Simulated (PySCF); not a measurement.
**[Gd(NH3)2]3+: forces at shaken geometries**

Aim: move all atoms of relaxed [Gd(NH3)2]3+ at random and read energies and forces. The structure is generated, not taken from experiment.

Program: PySCF 2.14.0. Level of theory: TPSS, Gd lcecp-1-SVP with ECP53, N def2-SVP, H def2-SVP; scalar-relativistic core potentials, no spin–orbit coupling. These are calculated values, not measurements.

4 further runs of the same task are left out: 2 for a known fault of the program, 1 that didn't finish, 1 set aside as unsound or not needed.

## (1) Where the work starts

9 atoms, charge 3, spin multiplicity 1.

Bond lengths: Gd1–N2 2.407 Å, Gd1–N6 2.408 Å, N2–H3 1.048 Å, N2–H4 1.048 Å, N2–H5 1.047 Å, N6–H7 1.048 Å, N6–H8 1.048 Å, N6–H9 1.048 Å. Angles: N2–Gd1–N6 112.1°, Gd1–N2–H3 114.9°, Gd1–N2–H4 115.2°, Gd1–N2–H5 116.8°, H3–N2–H4 102.5°, H3–N2–H5 102.8°, H4–N2–H5 102.8°, Gd1–N6–H7 116.1°, Gd1–N6–H8 116.1°, Gd1–N6–H9 114.4°, H7–N6–H8 102.8°, H7–N6–H9 102.7°, H8–N6–H9 102.8°.

As a file:

```xyz
9
charge 3, multiplicity 1
Gd    0.1078    1.1485    0.0001
N    -0.0066   -0.1915    1.9959
H     0.7705   -0.0297    2.6806
H    -0.8617   -0.0430    2.5842
H     0.0091   -1.2303    1.8679
N    -0.0087   -0.1915   -1.9972
H     0.7946   -0.8440   -2.1616
H    -0.8407   -0.8224   -2.0818
H    -0.0440    0.3598   -2.8881
```

Formal oxidation states: Gd +3. Each metal's 7 4f electrons lie in its core potential, so multiplicities, spins and levels count the valence alone. An earlier session relaxed this geometry at TPSS, Gd lcecp-1-SVP with ECP53, N def2-SVP, H def2-SVP (singlet, point group C1).

Its energy there is -147.803300 Eh.

## (2) Atoms moved at random, σ = 0.15 Å

Input file run.py (the lines that set the calculation):

```python
mol = gto.M(atom='''
Gd     0.23700     1.10459     0.02604
N     -0.06325    -0.34903     2.16278
H      0.72943     0.04462     2.47246
H     -0.94936    -0.05225     2.61592
H     -0.06173    -1.40625     1.78509
N     -0.10051    -0.09974    -1.70814
H      0.71713    -0.72429    -2.28500
H     -0.71098    -0.80156    -1.84101
H      0.12240     0.43972    -3.22814''',
    basis={'Gd': 'lcecp-1-SVP', 'N': 'def2-SVP', 'H': 'def2-SVP'},
    ecp={'Gd': 'lcecp-1-SVP'},
    charge=3, spin=0)
mf = dft.RKS(mol, xc='TPSS')
mf.grids.atom_grid = (50, 194)  # f atoms: unpruned, at least (60, 302)
mf = mf.density_fit()  # fitting sets: Gd AutoAux, N def2-universal-JKFIT, H def2-universal-JKFIT
mf.conv_tol = 1e-08; mf.max_cycle = 55
mf.kernel(dm0)  # dm0: the density of the relaxed state
```

Command:

```sh
OMP_NUM_THREADS=2 python run.py
```

The program printed:

```text
init E= -147.07235511643
  HOMO = -0.941622699943661  LUMO = -0.844196240768049  gap/eV = 2.65111
cycle= 1 E= -147.562116657298  delta_E= -0.49  |g|= 0.562  |ddm|= 0.93
  HOMO = -0.784133205227519  LUMO = -0.670959318366016  gap/eV = 3.07962
cycle= 2 E= -147.199097178503  delta_E= 0.363  |g|= 1.27  |ddm|= 1.38
  HOMO = -0.820839488413403  LUMO = -0.679242820610872  gap/eV = 3.85304
cycle= 3 E= -147.633907984554  delta_E= -0.435  |g|= 0.127  |ddm|= 1.07
  HOMO = -0.821948260472816  LUMO = -0.68707223295495  gap/eV = 3.67016
cycle= 4 E= -147.638744612613  delta_E= -0.00484  |g|= 0.0345  |ddm|= 0.144
  HOMO = -0.819168357289341  LUMO = -0.688953449363713  gap/eV = 3.54333
cycle= 5 E= -147.638891903504  delta_E= -0.000147  |g|= 0.0272  |ddm|= 0.0645
  HOMO = -0.822479753925251  LUMO = -0.688017293061955  gap/eV = 3.65891
cycle= 6 E= -147.639093269609  delta_E= -0.000201  |g|= 0.00431  |ddm|= 0.0321
  HOMO = -0.82169918329024  LUMO = -0.687908223394427  gap/eV = 3.64064
cycle= 7 E= -147.639098432236  delta_E= -5.16e-06  |g|= 0.000965  |ddm|= 0.00592
  HOMO = -0.821790426063442  LUMO = -0.687988893833391  gap/eV = 3.64093
cycle= 8 E= -147.639098760713  delta_E= -3.28e-07  |g|= 0.000168  |ddm|= 0.00134
  HOMO = -0.821788849354576  LUMO = -0.687991626676481  gap/eV = 3.64081
cycle= 9 E= -147.639098768977  delta_E= -8.26e-09  |g|= 2.98e-05  |ddm|= 0.000222
  HOMO = -0.821792653930995  LUMO = -0.687992989946927  gap/eV = 3.64087
Extra cycle  E= -147.639098768914  delta_E= 6.33e-11  |g|= 3.55e-05  |ddm|= 7.39e-05
converged SCF energy = -147.639098768914
```

Wall time 4.7 s (2 threads of Arm Neoverse V2, shared host).

Result: E = -147.639099 Eh (+4.468 eV from the relaxed state), HOMO -22.36 eV, LUMO -18.72 eV, Mulliken charge on Gd1 +1.92 e, largest force component 6.792 eV/Å. 

```
atom      Fx      Fy  Fz (eV/Å)
 Gd1   0.034   1.173      2.225
  N2  -4.647  -2.591     -5.801
  H3   4.347   1.039      3.114
  H4   0.344  -0.519      0.603
  H5   0.210   2.329      1.880
  N6   6.792   1.721     -6.785
  H7  -0.954   1.248      2.200
  H8  -4.786  -3.689     -0.752
  H9  -1.340  -0.710      3.316
```

## (3) Atoms moved at random, σ = 0.06 Å

Input file run.py (the lines that set the calculation):

```python
mol = gto.M(atom='''
Gd     0.06407     1.26606    -0.03640
N     -0.06273    -0.23978     2.09084
H      0.74705    -0.07041     2.66169
H     -0.77372     0.05015     2.58184
H      0.06204    -1.39425     1.84429
N     -0.00297    -0.19666    -2.01893
H      0.81719    -0.91947    -2.16915
H     -0.87755    -0.79698    -2.15994
H     -0.05325     0.45716    -2.79424''',
    basis={'Gd': 'lcecp-1-SVP', 'N': 'def2-SVP', 'H': 'def2-SVP'},
    ecp={'Gd': 'lcecp-1-SVP'},
    charge=3, spin=0)
mf = dft.RKS(mol, xc='TPSS')
mf.grids.atom_grid = (50, 194)  # f atoms: unpruned, at least (60, 302)
mf = mf.density_fit()  # fitting sets: Gd AutoAux, N def2-universal-JKFIT, H def2-universal-JKFIT
mf.conv_tol = 1e-08; mf.max_cycle = 55
mf.kernel(dm0)  # dm0: the density of the relaxed state
```

Command:

```sh
OMP_NUM_THREADS=2 python run.py
```

The program printed:

```text
init E= -147.653622627309
  HOMO = -0.888824856724126  LUMO = -0.719327715516964  gap/eV = 4.61225
cycle= 1 E= -147.754377763089  delta_E= -0.101  |g|= 0.117  |ddm|= 0.362
  HOMO = -0.839866757667851  LUMO = -0.700075945444133  gap/eV = 3.80390
cycle= 2 E= -147.74887272377  delta_E= 0.00551  |g|= 0.187  |ddm|= 0.29
  HOMO = -0.857968957885321  LUMO = -0.693735560611266  gap/eV = 4.46902
cycle= 3 E= -147.757348113311  delta_E= -0.00848  |g|= 0.0406  |ddm|= 0.213
  HOMO = -0.855010054543266  LUMO = -0.695708590895859  gap/eV = 4.33481
cycle= 4 E= -147.757767915567  delta_E= -0.00042  |g|= 0.00505  |ddm|= 0.0404
  HOMO = -0.855699353971662  LUMO = -0.695966588058551  gap/eV = 4.34655
cycle= 5 E= -147.757772455914  delta_E= -4.54e-06  |g|= 0.0027  |ddm|= 0.00625
  HOMO = -0.855483839425045  LUMO = -0.696026002088668  gap/eV = 4.33907
cycle= 6 E= -147.757774129546  delta_E= -1.67e-06  |g|= 0.000456  |ddm|= 0.00257
  HOMO = -0.855537543592998  LUMO = -0.695972071382305  gap/eV = 4.34200
cycle= 7 E= -147.757774198206  delta_E= -6.87e-08  |g|= 3.35e-05  |ddm|= 0.000692
  HOMO = -0.855540328097165  LUMO = -0.695979676557195  gap/eV = 4.34187
cycle= 8 E= -147.757774198579  delta_E= -3.73e-10  |g|= 5.41e-06  |ddm|= 5.37e-05
  HOMO = -0.855539561227983  LUMO = -0.695978392848325  gap/eV = 4.34188
Extra cycle  E= -147.757774198582  delta_E= -3.01e-12  |g|= 3.65e-06  |ddm|= 9.81e-06
converged SCF energy = -147.757774198582
```

It took 4.4 s on 2 threads of Arm Neoverse V2, shared host.

Read off: E = -147.757774 Eh (+1.239 eV from the relaxed state), HOMO -23.28 eV, LUMO -18.94 eV, Mulliken charge on Gd1 +2.07 e, largest force component 7.146 eV/Å. 

```
atom      Fx      Fy  Fz (eV/Å)
 Gd1  -0.053  -0.983      0.502
  N2   6.322  -4.298     -7.146
  H3   1.292   0.235      1.020
  H4  -6.351   1.225      4.242
  H5  -1.202   3.415      1.215
  N6   0.202  -1.677      1.397
  H7  -1.273   1.418     -0.086
  H8   0.671   0.385      0.200
  H9   0.391   0.280     -1.345
```

## (4) Atoms moved at random, σ = 0.06 Å

Input file run.py (the lines that set the calculation):

```python
mol = gto.M(atom='''
Gd     0.16895     1.16375    -0.02500
N     -0.08312    -0.12039     1.96737
H      0.78735    -0.00660     2.75043
H     -0.87721    -0.02419     2.55896
H     -0.01082    -1.27175     1.93872
N     -0.13528    -0.21817    -2.01376
H      0.83891    -0.85489    -2.12571
H     -0.80068    -0.84448    -2.06879
H      0.03203     0.33253    -2.98222''',
    basis={'Gd': 'lcecp-1-SVP', 'N': 'def2-SVP', 'H': 'def2-SVP'},
    ecp={'Gd': 'lcecp-1-SVP'},
    charge=3, spin=0)
mf = dft.RKS(mol, xc='TPSS')
mf.grids.atom_grid = (50, 194)  # f atoms: unpruned, at least (60, 302)
mf = mf.density_fit()  # fitting sets: Gd AutoAux, N def2-universal-JKFIT, H def2-universal-JKFIT
mf.conv_tol = 1e-08; mf.max_cycle = 55
mf.kernel(dm0)  # dm0: the density of the relaxed state
```

Command:

```sh
OMP_NUM_THREADS=2 python run.py
```

The program printed:

```text
init E= -147.515959055613
  HOMO = -0.943366231146268  LUMO = -0.731640819453777  gap/eV = 5.76134
cycle= 1 E= -147.744787219877  delta_E= -0.229  |g|= 0.182  |ddm|= 0.378
  HOMO = -0.865038618034505  LUMO = -0.694679847728283  gap/eV = 4.63570
cycle= 2 E= -147.725158300793  delta_E= 0.0196  |g|= 0.34  |ddm|= 0.439
  HOMO = -0.886209354740798  LUMO = -0.687696881564093  gap/eV = 5.40180
cycle= 3 E= -147.752876825052  delta_E= -0.0277  |g|= 0.0296  |ddm|= 0.298
  HOMO = -0.885764838195513  LUMO = -0.688887135100687  gap/eV = 5.35732
cycle= 4 E= -147.753097456625  delta_E= -0.000221  |g|= 0.00333  |ddm|= 0.0286
  HOMO = -0.886305740238312  LUMO = -0.689393813229515  gap/eV = 5.35825
cycle= 5 E= -147.753099733796  delta_E= -2.28e-06  |g|= 0.0014  |ddm|= 0.00396
  HOMO = -0.886130020874708  LUMO = -0.689324628891689  gap/eV = 5.35535
cycle= 6 E= -147.75310009405  delta_E= -3.6e-07  |g|= 0.000775  |ddm|= 0.00163
  HOMO = -0.886220829994409  LUMO = -0.689292278012957  gap/eV = 5.35870
cycle= 7 E= -147.75310024099  delta_E= -1.47e-07  |g|= 5.54e-05  |ddm|= 0.000725
  HOMO = -0.886221812125513  LUMO = -0.689300370014477  gap/eV = 5.35851
cycle= 8 E= -147.753100241861  delta_E= -8.7e-10  |g|= 1.05e-05  |ddm|= 6.89e-05
  HOMO = -0.886219350957379  LUMO = -0.689297954940149  gap/eV = 5.35850
Extra cycle  E= -147.753100241875  delta_E= -1.4e-11  |g|= 7.89e-06  |ddm|= 1.96e-05
converged SCF energy = -147.753100241875
```

Wall time 4.4 s (2 threads of Arm Neoverse V2, shared host).

Result: E = -147.753100 Eh (+1.366 eV from the relaxed state), HOMO -24.12 eV, LUMO -18.76 eV, Mulliken charge on Gd1 +2.08 e, largest force component 9.694 eV/Å. 

```
atom      Fx      Fy  Fz (eV/Å)
 Gd1  -0.317  -0.197     -0.151
  N2   4.606  -3.159      1.019
  H3  -2.240   0.069     -1.987
  H4  -1.959   0.505      1.255
  H5  -0.334   2.638     -0.342
  N6   9.694   4.919     -1.076
  H7  -2.603   1.241      0.421
  H8  -5.612  -4.812     -0.949
  H9  -1.235  -1.204      1.809
```

## (5) The displacements side by side

| σ (Å) | energy rise (eV) | harmonic estimate −½ F·u (eV) | largest force component (eV/Å) |
| --- | --- | --- | --- |
| 0.15 | 4.468 | 3.192 | 6.79 |
| 0.06 | 1.239 | 1.206 | 7.15 |
| 0.06 | 1.366 | 1.367 | 9.69 |

Every displacement raises the energy. For a harmonic well the rise equals −½ F·u; the two differ by at most 29 % here (a move with σ = 0.15 Å), from anharmonicity, the grid and the small forces left at the relaxed point. These are double-zeta-type bases without diffuse functions. Spin–orbit coupling is left out.
